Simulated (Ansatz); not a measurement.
## C2H2F2Si, SMILES FC1=C(F)[SiH2]1: a geometry optimisation, step by step

Computed with Ansatz's Python interface.

Interactive session:
```pycon
>>> import ansatz as az
>>> import numpy as np
>>> GEOMETRY = """
... F     0.55810   -1.63400    1.25490
... C    -0.22910   -0.53370    0.87160
... C    -0.85080   -0.48600   -0.32800
... F    -0.60750   -1.48650   -1.19030
... Si    0.23310    0.93030   -0.03640
... H    -0.54050    2.20250    0.21810
... H     1.49790    0.93930   -0.83540
... """
>>> c2h2f2si = az.Crystal.molecule()
>>> for line in GEOMETRY.strip().splitlines():
...     symbol, *xyz = line.split()
...     c2h2f2si = c2h2f2si.atom(symbol, [float(v) for v in xyz])
...
>>> calc = c2h2f2si.calculation()
>>> calc = calc.basis(gaussian="cc-pVDZ")
>>> calc = calc.functional("pbe0")
>>> symbols = [site.symbol for site in c2h2f2si.cartesian_sites]
>>> start = np.array([site.position_ang for site in c2h2f2si.cartesian_sites], dtype=float)
>>> def progress(event):
...     if event["event"] == "relax_step":
...         row = event["data"]
...         print(f"step {row['step']:3d}  E = {row['lagrangian_ev']:.6f} eV  largest force component {row['allowed_force_max_ev_ang']:.4f} eV/A")
...
>>> report = calc.relax(force_tolerance=0.01).session().plan().execute(on_event=progress).report
step   1  E = -15402.809144 eV  largest force component 2.6843 eV/A
step   2  E = -15403.380131 eV  largest force component 1.6670 eV/A
step   3  E = -15403.848375 eV  largest force component 1.2473 eV/A
step   4  E = -15404.202055 eV  largest force component 0.7184 eV/A
step   5  E = -15404.270780 eV  largest force component 0.5735 eV/A
step   6  E = -15404.283355 eV  largest force component 0.0154 eV/A
step   7  E = -15404.283379 eV  largest force component 0.0048 eV/A
>>> end = np.array(report["positions_ang"])
>>> print("reference energy %16.6f eV" % report["reference_energy_ev"])
reference energy    -15404.283399 eV
>>> print("total energy     %16.6f eV" % report["free_energy_ev"])
total energy        -15404.283399 eV
>>> print("occupied orbitals outside the frozen core (up, down):", report["n_occupied"], " frozen:", report["n_frozen"], " virtual:", report["n_virtual"])
occupied orbitals outside the frozen core (up, down): [23, 23]  frozen: 0  virtual: [61, 61]
>>> print("final positions (A) and the move of each atom")
final positions (A) and the move of each atom
>>> for symbol, xyz, old in zip(symbols, end, start):
...     print(f"{symbol:2s} {xyz[0]:10.5f} {xyz[1]:10.5f} {xyz[2]:10.5f}   {np.linalg.norm(xyz - old):7.4f}")
...
F     0.32922   -1.54815    1.68500    0.4947
C     0.11433   -0.70919    0.68377    0.4290
C    -0.48909   -0.70456   -0.50294    0.4574
F    -1.17337   -1.53669   -1.27223    0.5740
Si    0.27369    0.93311   -0.13751    0.1090
H    -0.54156    2.11702    0.28369    0.1078
H     1.54798    1.38036   -0.78528    0.4467
```

Reading the output:
- The settings weren't tested for convergence.
- The end point is the stationary point reached from this start; no frequency run checks that it is a minimum, and the basis set is modest.
- Hardware and time: 28 s on 1 thread of Arm Neoverse V1, with other jobs on the host, peak memory 0.24 GiB.
